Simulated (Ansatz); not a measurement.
# Ta6H in Ansatz: reference runs

Aim: a first look at Ta6H with PBE, on the cell as given.

All numbers are computed with Ansatz 0.2.0; they aren't measurements. Logs are shortened: lines on timing, memory, paths and dates and some standing lists are left out, and cuts for length are marked.

## (1) The cell of the first run

The cell holds a slab with vacuum, 14 atoms: a = 5.720 Å, b = 5.720 Å, c = 22.671 Å, α = 90.00°, β = 90.00°, γ = 109.47°.

## (2) Single point, PBE

input.yaml reads:

```yaml
crystal:
  lattice:
    - [5.720201715, 0.0, 0.0]
    - [-1.906733905, 5.3930578966, 0.0]
    - [0.0, 0.0, 22.6705251426]
  atoms:
    - { symbol: Ta, position: [0.25, 0.25, 0.3528811066] }
    - { symbol: Ta, position: [0.25, 0.75, 0.3528811066] }
    - { symbol: Ta, position: [0.75, 0.25, 0.3528811066] }
    - { symbol: Ta, position: [0.75, 0.75, 0.3528811066] }
    - { symbol: Ta, position: [0.5, 0.5, 0.4558898617] }
    - { symbol: Ta, position: [0.5, 0.0, 0.4558898617] }
    - { symbol: Ta, position: [0.0, 0.5, 0.4558898617] }
    - { symbol: Ta, position: [0.0, 0.0, 0.4558898617] }
    - { symbol: Ta, position: [0.75, 0.75, 0.5588986167] }
    - { symbol: Ta, position: [0.75, 0.25, 0.5588986167] }
    - { symbol: Ta, position: [0.25, 0.75, 0.5588986167] }
    - { symbol: Ta, position: [0.25, 0.25, 0.5588986167] }
    - { symbol: H, position: [0.9166666667, 0.5833333333, 0.6550587183] }
    - { symbol: H, position: [1.0441028534, 0.5733211124, 0.6550587183] }
hamiltonian:
  xc: pbe
  pseudopotentials: { kind: paw }
kpoints:
  mp_grid: { grid: [5, 5, 1] }
scf:
  occupations: { method: fermi_dirac, width: 0.05 }
output:
  forces: true
  eigenvalues: true
  write_density: true
  write_potential: true
  elf: true
  volumetric_format: npy
efield:
  axis: 3
  dipole_correction: true
  ramp_width: 0.04
```

Potentials or basis: Ansatz PAW.

On the command line:

```sh
$ ansatz run input.yaml --threads 4 --pin off --max-ram 11264MiB --backend cpu --events-out ev --progress --plain --runs-dir out
```

Output:

```text
Warning: RAYON_NUM_THREADS=4 ignored (pool sized by the plan → 4); use --threads N
Engine: ansatz 0.2.0, aarch64-unknown-linux-gnu
Pseudopotentials: kind: paw
Pseudopotential: Ta, paw, valence charge 13, recommended cutoff 420 eV (normal), Ta.paw.azcp
Pseudopotential: H, paw, valence charge 1, recommended cutoff 420 eV (normal), H.paw.azcp
Functional definition: PBE
  parameter kappa = 0.804
  parameter beta = 0.06672455060314922
  exchange = pbe_x(kappa = kappa, mu = beta*pi^2/3)
  correlation = pbe_c(beta = beta)
Crystal: 14 atoms, lattice volume = 699.372 Å³
Basis set: ecut = 420 eV, 13659 PW (Γ), exchange–correlation on 80×80×320 points (8 copies of the dense FFT grid, shifted against one another)
Bands: 95, of which v1, the nominal top of the filled ones, is band 79 counted from 1 (78 counted from 0)
Symmetry: 1 space group operations
Space group: P1 (ITA 1), of the structure as read, at distance tolerance 8.9e-5 Å
k-points: 13 of 25 (time reversal used)
Non-local potential: Ta, projectors of the file, l = 0: 3, l = 1: 2, l = 2: 2, l = 3: 1
Non-local potential: H, projectors of the file, l = 0: 2, l = 1: 1
PAW form: soft (Blöchl's): semilocal exchange-correlation on the pseudo side does not see the compensation charge
PAW one-centre angular grid: Ta, 590 points (default); XC on 64 Gauss nodes
PAW one-centre angular grid: H, 110 points (default); XC on 64 Gauss nodes
Initial density: superposition of atomic densities (neutral atoms: chi_scale 0, normalization atom), corrected by the library's trained network
Initial wavefunctions: pseudopotential atomic-orbital guess
Functional: x = pbe(κ = 0.804, μ = 0.2195149727645171), c = pbe(β = 0.06672455060314922)
SCF iter   1: F=—  HF=-119209.241638 eV  |F-HF|=—  |Δ(HF+E_count)|=         —  Δρ=3.92e-3  dr2=3.96e-1  ethr=1.77e-3  p=0.100 e·Å  D=2.58e-2 V/Å  ΔV_dip=-0.58 eV  dr2_dipole=4.27e-2  V_vac-E_F(+/−)=4.26/4.84 eV  ⟨swp⟩=9.7  Hψ=5611  notcnv=0  defer=10
efield: sawtooth ramp at fractional position 0.9840 (placed from the atoms, in the widest stretch of the axis that holds none; the zero of the levels goes with the place), width 0.0400; the density the first Hamiltonian is built on has a dipole p = 0.100 e·Å; the dipole correction subtracts the counter field D = 2.58e-2 V/Å, which shifts the + side's vacuum level by -0.58 eV against the − side's; the planar-averaged density in the ramp window peaks in size at 3.0e-5 e/Å³
preconditioner: auto → LDOS  [metal: Δε(μ)=0.042 eV  Ē_g=3.635 eV  σ=0.050 eV  W_gap=0.21  n_scr=102 (ndim 8)  ℏωp=11.1 eV  f_vac=0.583  D(μ)=14.46/eV (n_scr^D=84)  β→1.0]
SCF iter   2: F=—  HF=-119209.194427 eV  |F-HF|=—  |Δ(HF+E_count)|=   4.72e-2  Δρ=1.53e-3  dr2=2.50e-2  ethr=2.50e-4  p=0.099 e·Å  D=2.56e-2 V/Å  ΔV_dip=-0.58 eV  dr2_dipole=7.07e-4  V_vac-E_F(+/−)=4.20/4.78 eV  ⟨swp⟩=4.0  Hψ=2165  notcnv=0  defer=40
SCF iter   3: F=—  HF=-119209.194087 eV  |F-HF|=—  |Δ(HF+E_count)|=   3.40e-4  Δρ=6.07e-4  dr2=9.00e-3  ethr=1.58e-5  p=0.111 e·Å  D=2.87e-2 V/Å  ΔV_dip=-0.65 eV  dr2_dipole=2.37e-4  V_vac-E_F(+/−)=4.20/4.85 eV  ⟨swp⟩=2.8  Hψ=2252  notcnv=0  defer=40
SCF iter   4: F=—  HF=-119209.193478 eV  |F-HF|=—  |Δ(HF+E_count)|=   6.09e-4  Δρ=2.69e-4  dr2=1.01e-3  ethr=5.70e-6  p=0.112 e·Å  D=2.90e-2 V/Å  ΔV_dip=-0.66 eV  dr2_dipole=1.25e-6  V_vac-E_F(+/−)=4.18/4.84 eV  ⟨swp⟩=2.2  Hψ=1819  notcnv=0  defer=40
[... 7 lines left out ...]
SCF converged after 8 iterations
Free energy (F): -119209.193007 eV
Harris-Foulkes:  -119209.193007 eV  (|F-HF|=1.83e-7)
Internal energy: -119209.071017 eV  (E = F + TS)
E sigma→0 (E₀):  -119209.132012 eV
Entropy (-TS):   -0.121991 eV (-8.714 meV/atom)
Fermi energy:    2.947755 eV
Dipole field:    D = 0.029454 V/Å  (p = 0.113838 e·Å, saw-weighted, corrected)
Work function:   Φ+ = 4.1693 eV   Φ− = 4.8371 eV
Levels:          The Fermi level and band energies are counted from a zero that moves with the ramp; work functions are not
--- Per-component energies (eV) ---
  E_band       = -3728.699633
  E_kinetic    = 4392.591792
  E_local      = -139997.150168  (includes V_loc(G=0)·N_el)
  E_nonlocal   = 181.540725
  E_hartree    = 67746.422682
  E_xc         = -2623.932256
  E_vxc        = -2450.959588  (∫ρ·V_xc dr)
  E_paw        = -100757.661960  (= ΣΔE_a)
  E_vpaw       = -1352.368459  (= ΣTr[D̂ρ^β])
  E_aug_tail   = -0.000715  (compensation charges beyond the density's cutoff)
  E_efield     = 0.001676  (sawtooth field / dipole correction)
  E_vefield    = 4.809913  (∫n·V_field dr)
  E_ewald      = 51849.117207
  E_smearing   = -0.121991  (= −TS)
  E_closure    = 0.000000  (closes the sum)
  Σ components = -119209.193007   (vs F -119209.193007, Δ=0.00e0)
--- Forces (eV/Å), atoms counted from 1 ---
  atom   1  Ta     0.00160166    -0.00174651     0.33387891
  atom   2  Ta     0.01661074     0.03667045     0.34252568
  atom   3  Ta    -0.02660176    -0.02404564     0.33119593
  atom   4  Ta    -0.00208474    -0.00078197     0.33409757
  atom   5  Ta    -0.04472528     0.05884783    -0.02064305
  atom   6  Ta     0.05146377     0.00226151    -0.20588103
  atom   7  Ta     0.03514583    -0.03484044     0.09199764
  atom   8  Ta    -0.06630932     0.01061661    -0.02845484
  atom   9  Ta    -0.33356072     0.23934767    -0.44399346
  atom  10  Ta     0.02745782    -0.24144345    -0.39455081
  atom  11  Ta     0.21279829    -0.03436403    -0.25222323
  atom  12  Ta     0.11337030    -0.07635424    -0.36883405
  atom  13  H     -0.87626733     0.17583461     0.11602804
  atom  14  H      0.89105965    -0.10998063     0.16478419
  max |Σ_I F_I| component: 7.25e-5 eV/Å
--- Band table (eV; the first three rows and the last of 13) ---
  k-point 0: bands = ["-64.5931", "-64.5498", "-64.5469", "-64.5153", "-64.4915", "-64.4878", "-64.4812", "-64.4480", "-64.2715", "-64.2287", "-64.2066", "-64.1669", "-31.5603", "-31.5363", "-31.5272", "-31.4921", "-31.4736", "-31.4471", "-31.4430", "-31.4380", "-31.4328", "-31.2350", "-31.2301", "-31.2075", "-31.1750", "-31.1346", "-31.1107", "-31.0871", "-31.0496", "-30.9312", "-30.9169", "-30.7807", "-30.7675", "-30.7651", "-30.7389", "-30.6818", "-30.6232", "-30.6098", "-30.6017", "-30.5363", "-30.5149", "-30.5092", "-30.5020", "-30.4788", "-30.3687", "-30.3635", "-30.3550", "-30.3051", "-5.2533", "-4.2200", "-2.6019", "-1.6108", "-1.0564", "-1.0437", "-0.9265", "-0.9165", "-0.9004", "-0.5572", "-0.4061", "-0.1074", "-0.0929", "-0.0531", "1.2670", "1.3896", "1.3998", "1.4072", "1.4195", "1.4538", "1.4955", "1.5043", "2.0258", "2.1893", "2.5389", "2.6552", "2.6847", "2.9120", "3.0814", "3.3094", "3.4484", "3.5894", "3.9181", "4.0987", "4.1747", "4.2541", "4.5025", "4.5978", "4.7416", "5.0922", "5.4271", "5.5032", "5.5438", "6.1555", "6.2172", "6.2727", "6.3219"]
  k-point 1: bands = ["-64.5878", "-64.5483", "-64.5442", "-64.5163", "-64.4954", "-64.4858", "-64.4842", "-64.4519", "-64.2667", "-64.2300", "-64.2062", "-64.1708", "-31.5282", "-31.4947", "-31.4737", "-31.4613", "-31.4352", "-31.4291", "-31.4133", "-31.4003", "-31.3563", "-31.2358", "-31.2209", "-31.2140", "-31.1671", "-31.1442", "-31.1253", "-31.0813", "-31.0604", "-30.9384", "-30.9017", "-30.7983", "-30.7899", "-30.7603", "-30.7461", "-30.7399", "-30.6786", "-30.6156", "-30.5711", "-30.5499", "-30.5443", "-30.5394", "-30.5206", "-30.5102", "-30.4276", "-30.4148", "-30.3606", "-30.3326", "-5.2049", "-3.9380", "-2.3091", "-1.2934", "-1.2800", "-0.8774", "-0.7898", "-0.6883", "-0.6501", "-0.3124", "-0.2598", "-0.0254", "0.2327", "0.2820", "1.2972", "1.3901", "1.5062", "1.5152", "1.5472", "1.5552", "1.6535", "1.6813", "1.8613", "2.2201", "2.3625", "2.4417", "2.4789", "2.7468", "3.0234", "3.0795", "3.2244", "3.4149", "3.5961", "3.6449", "3.7260", "3.7679", "4.0342", "4.4056", "4.5494", "4.7678", "4.8465", "5.4732", "5.5891", "5.8741", "5.9677", "6.0354", "6.1433"]
  k-point 2: bands = ["-64.5748", "-64.5563", "-64.5298", "-64.5152", "-64.5097", "-64.4903", "-64.4766", "-64.4613", "-64.2545", "-64.2386", "-64.2011", "-64.1796", "-31.4719", "-31.4256", "-31.4065", "-31.3925", "-31.3888", "-31.3645", "-31.3518", "-31.3041", "-31.2804", "-31.2419", "-31.1953", "-31.1690", "-31.1591", "-31.1437", "-31.0571", "-31.0445", "-31.0017", "-30.9862", "-30.9632", "-30.9282", "-30.9034", "-30.8308", "-30.8102", "-30.6904", "-30.6833", "-30.6401", "-30.6155", "-30.6012", "-30.5733", "-30.5654", "-30.5601", "-30.5596", "-30.5321", "-30.5161", "-30.3594", "-30.3463", "-5.1431", "-3.1385", "-2.0909", "-1.5908", "-0.9815", "-0.4787", "-0.2271", "-0.1815", "-0.0800", "0.0459", "0.0636", "0.3112", "0.8744", "1.0349", "1.2388", "1.2944", "1.4196", "1.4390", "1.5616", "1.6133", "1.8077", "2.0004", "2.1183", "2.1833", "2.2332", "2.2626", "2.3403", "2.4139", "2.5777", "2.6369", "2.6765", "2.8166", "2.8733", "3.0210", "3.2806", "3.3774", "3.6230", "4.1477", "4.1889", "4.3884", "4.6454", "4.7369", "5.1959", "5.2256", "5.2919", "5.8576", "5.9132"]
  k-point 12: bands = ["-64.5720", "-64.5525", "-64.5270", "-64.5174", "-64.5036", "-64.4948", "-64.4781", "-64.4687", "-64.2511", "-64.2339", "-64.2052", "-64.1837", "-31.4380", "-31.4154", "-31.3609", "-31.3581", "-31.3430", "-31.3382", "-31.3256", "-31.3237", "-31.2449", "-31.2082", "-31.1929", "-31.1837", "-31.1550", "-31.1087", "-31.0438", "-31.0037", "-30.9744", "-30.9690", "-30.9569", "-30.9126", "-30.8829", "-30.8542", "-30.8067", "-30.7702", "-30.6993", "-30.6902", "-30.6650", "-30.6422", "-30.5855", "-30.5832", "-30.5709", "-30.5655", "-30.5499", "-30.5426", "-30.4407", "-30.3994", "-5.1346", "-3.1933", "-1.6067", "-1.5171", "-0.9040", "-0.5929", "-0.5301", "-0.1943", "-0.0525", "0.0327", "0.1620", "0.3591", "0.6921", "1.0359", "1.2773", "1.3192", "1.5005", "1.5755", "1.6562", "1.9217", "1.9910", "2.0967", "2.1779", "2.3869", "2.4060", "2.5967", "2.6748", "2.7245", "2.7751", "2.8551", "2.9065", "2.9843", "3.0073", "3.1407", "3.3060", "3.4295", "3.8946", "4.0651", "4.2103", "4.2493", "4.5681", "4.6931", "4.9299", "4.9502", "5.0253", "5.0538", "5.2833"]
```

Wall time 32 s (4 threads of Arm Neoverse V1, shared host); peak memory 1.8 GiB.

What came out:

* Free energy: -119209.1930 eV
* Largest force: 0.913 eV/Å
* Band gap on the k mesh: none (metal or under the smearing width)
* Work function of the upper face: 4.17 eV
* Work function of the lower face: 4.84 eV
* Dipole across the slab: 0.114 e·Å

Forces in eV/Å, atoms in the order of the input:
```
Ta   0.002 -0.002  0.334
Ta   0.017  0.037  0.343
Ta  -0.027 -0.024  0.331
Ta  -0.002 -0.001  0.334
Ta  -0.045  0.059 -0.021
Ta   0.051  0.002 -0.206
Ta   0.035 -0.035  0.092
Ta  -0.066  0.011 -0.028
Ta  -0.334  0.239 -0.444
Ta   0.027 -0.241 -0.395
Ta   0.213 -0.034 -0.252
Ta   0.113 -0.076 -0.369
H   -0.876  0.176  0.116
H    0.891 -0.110  0.165
```
